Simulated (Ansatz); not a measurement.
# InBr2Cl: inputs that go wrong

4 inputs were typed for InBr2Cl. Each is run as it stands; the log then has to tell whether the result can be used.

Program: Ansatz 0.2.0, Gaussian basis. Level of theory: the settings change from run to run. These are calculated values, not measurements.

1 further run of the same task is left out (for a known fault of the program). Runs told in other sessions of the task aren't counted.

**1. The molecule**

An earlier PBE0-D4 in a triple-zeta def2 set relaxation fixed the geometry. In takes a core potential in def2 sets; no spin-orbit term is included.

SMILES `[Cl][In]([Br])[Br]`, 4 atoms, charge 0, spin multiplicity 1.

Atoms are counted from 1 here; the program's logs count them from 0.

Bond lengths: Cl1–In2 2.299 Å, In2–Br3 2.434 Å, In2–Br4 2.434 Å. Angles: Cl1–In2–Br3 119.4°, Cl1–In2–Br4 119.4°, Br3–In2–Br4 121.2°.

**2. Attempt 1**

Input file in.yaml:

```yaml
crystal:
  periodic: [false, false, false]
  atoms:
    - {symbol: Cl, position_ang: [-1.918364, -0.981535, 0.865525]}
    - {symbol: In, position_ang: [-0.018889, -0.009657, 0.008519]}
    - {symbol: Br, position_ang: [2.162814, -0.776119, 0.767664]}
    - {symbol: Br, position_ang: [-0.225550, 1.767312, -1.641708]}
basis:
  gaussian: {orbitals: def2-SVPD, fitting: {mean_field: cc-pVTZ-jkfit}}
hamiltonian: {xc: {name: SVWN5}}
output: {forces: true}
```

Command:

```sh
> ansatz run in.yaml --threads 4 --pin off --events-out ev --progress --plain --max-ram 10444MiB
```

Standard output:

```text
Functional definition: SVWN5
  name "SVWN5"
  cite "Dirac, Proc. Camb. Phil. Soc. 26, 376 (1930) doi:10.1017/S0305004100016108"
  cite "Slater, Phys. Rev. 81, 385 (1951) doi:10.1103/PhysRev.81.385"
  cite "Vosko, Wilk & Nusair, Can. J. Phys. 58, 1200 (1980) doi:10.1139/p80-159"
  exchange = slater_x
  correlation = vwn5_c
Error: <dir> the basis set cc-pVTZ-JKFIT has no functions for In
```

Wall time 0.05 s (4 threads of Intel Xeon 6975P-C, shared host).

**Diagnosis.** The program refused the input. The fitting set named has no entry for an element of this molecule. Cure: leave the fitting key out, or name a set that covers all elements and suits the basis.

**3. Attempt 2**

Input file in.yaml:

```yaml
crystal:
  periodic: [false, false, false]
  atoms:
    - {symbol: Cl, position_ang: [-4.220401, -2.159378, 1.904154]}
    - {symbol: In, position_ang: [-0.041557, -0.021246, 0.018742]}
    - {symbol: Br, position_ang: [4.758190, -1.707463, 1.688861]}
    - {symbol: Br, position_ang: [-0.496210, 3.888087, -3.611758]}
basis:
  gaussian: {orbitals: def2-TZVPP}
hamiltonian: {xc: {name: HF}}
accuracy: high
output: {forces: true}
```

The command is unchanged.

Standard output (excerpt; [...] marks lines left out):

```text
Functional definition: HF
  name "HF"
  cite "Fock, Z. Phys. 61, 126 (1930) doi:10.1007/BF01340294"
  parent pbe
[...]
2435 factors; integrals over basis functions are off by at most 4.4e-9 eV
[...]
mean field -157643.74470136 eV, -5793.3007630070 hartree, gradient 5.2e-8 eV, S^2 0.000000; 3 other end points of the search recorded, 0 dependent functions left out
[...]
reference -157643.74470136 eV, -5793.3007630070 hartree; 54, 54 occupied and 134, 134 virtual orbitals, 2435 factors
Total energy: -157643.74470136 eV, -5793.3007630070 hartree
Atom 0 at    -4.220401    -2.159378     1.904154 Å, force     0.261170     0.133629    -0.117834 eV/Å
Atom 1 at    -0.041557    -0.021246     0.018742 Å, force    -0.101071    -0.051714     0.045601 eV/Å
Atom 2 at     4.758190    -1.707463     1.688861 Å, force    -0.185000     0.070807    -0.069757 eV/Å
Atom 3 at    -0.496210     3.888087    -3.611758 Å, force     0.024901    -0.152722     0.141990 eV/Å
Dipole moment:     0.597964     0.305960    -0.269789 e Å
```

Wall time 26 s (4 threads of Intel Xeon 6975P-C, shared host); peak memory 0.79 GiB.

**Diagnosis.** The run converged, but a converged run isn't a right one. The geometry is stretched to more than twice its size. The shortest distance is 5.06 Å (Cl1–In2), against 2.30 Å in the relaxed molecule. Its energy is no property of the relaxed molecule. To mend it, use the relaxed coordinates.

**4. Attempt 3**

Input file in.yaml:

```yaml
crystal:
  periodic: [false, false, false]
  atoms:
    - {symbol: Cl, position_ang: [-1.918364, -0.981535, 0.865525]}
    - {symbol: In, position_ang: [-0.018889, -0.009657, 0.008519]}
    - {symbol: Br, position_ang: [2.162814, -0.776119, 0.767664]}
    - {symbol: Br, position_ang: [-0.225550, 1.767312, -1.641708]}
basis:
  gaussian: {orbitals: ANO-RCC-VTZP}
hamiltonian: {xc: {name: HF}}
correlation: {active_space: {window: {electrons: 6, orbitals: 2}}}
accuracy: high
output: {forces: true}
```

Launched as before.

Standard output:

```text
Functional definition: HF
  name "HF"
  cite "Fock, Z. Phys. 61, 126 (1930) doi:10.1007/BF01340294"
  parent pbe
  exchange = exact_x
  correlation = 0
3177 factors; integrals over basis functions are off by at most 4.9e-9 eV
mean field evaluation 1: about -314241.6700 eV, gradient 2.1e1 eV
mean field evaluation 2: about -314241.8472 eV, gradient 2.2e1 eV
mean field evaluation 4: about -314243.2576 eV, gradient 2.0e0 eV
mean field evaluation 8: about -314243.2849 eV, gradient 2.0e-1 eV
mean field evaluation 16: about -314243.2851 eV, gradient 1.0e-6 eV
mean field -314243.28508829 eV, -11548.2277252458 hartree, gradient 3.7e-8 eV, S^2 0.000000; 0 other end points of the search recorded, 0 dependent functions left out
reference -314243.28508829 eV, -11548.2277252458 hartree; 68, 68 occupied and 120, 120 virtual orbitals, 3177 factors
Error: 6 electrons in 2 orbitals form no window around the highest filled level of the reference
```

Run time: 45 s. Hardware: 4 threads of Intel Xeon 6975P-C, shared host; peak memory 1.3 GiB.

What is wrong: It ended in an error. The active space doesn't fit the electrons. Fix: choose a window whose electrons and orbitals fit the reference.

**5. Attempt 4**

Input file in.yaml:

```yaml
crystal:
  periodic: [false, false, false]
  atoms:
    - {symbol: Cl, position_ang: [-1.918364, -0.981535, 0.865525]}
    - {symbol: In, position_ang: [-0.018889, -0.009657, 0.008519]}
    - {symbol: Br, position_ang: [2.162814, -0.776119, 0.767664]}
    - {symbol: Br, position_ang: [-0.225550, 1.767312, -1.641708]}
basis:
  gaussian: {orbitals: def2-mTZVPP}
total_charge: 1
magnetization: {spin_polarized: true, initial_magnetization: 1}
hamiltonian: {xc: {name: HF}}
correlation: {method: mp2, frozen_orbitals: {Cl: 0}}
output: {forces: true}
```

The command is unchanged.

Standard output:

```text
Functional definition: HF
  name "HF"
  cite "Fock, Z. Phys. 61, 126 (1930) doi:10.1007/BF01340294"
  parent pbe
  exchange = exact_x
  correlation = 0
Error: "frozen_orbitals" has no count for In
```

Wall time 0.05 s (4 threads of Intel Xeon 6975P-C, shared host).

What is wrong: The program refused the input. Frozen orbitals are typed for one element alone, and the program wants a count for each. It also asks for charge 1 and multiplicity 2, another species or state than the molecule above. To mend it, leave frozen_orbitals out, or give every element a count that its core really has, and set charge and spin to those of the species named.

**6. How the tries ended**

| attempt | level | ended | cause | time |
| --- | --- | --- | --- | --- |
| 1 | SVWN5/def2-SVPD | refused | the fitting set named has no entry for an element of this molecule | 0.05 s |
| 2 | HF/def2-TZVPP | converged | the geometry is stretched to more than twice its size | 26 s |
| 3 | HF/ANO-RCC-VTZP | stopped by an error | the active space doesn't fit the electrons | 45 s |
| 4 | MP2/def2-mTZVPP | refused | frozen orbitals are typed for one element alone, and the program wants a count for each | 0.05 s |

**Reading.** 2 refused, 1 converged, 1 stopped by an error. A refusal costs next to no computing time. The dangerous case is the input that converges on a wrong geometry, charge, spin, basis or grid: often only a look at the input shows it.
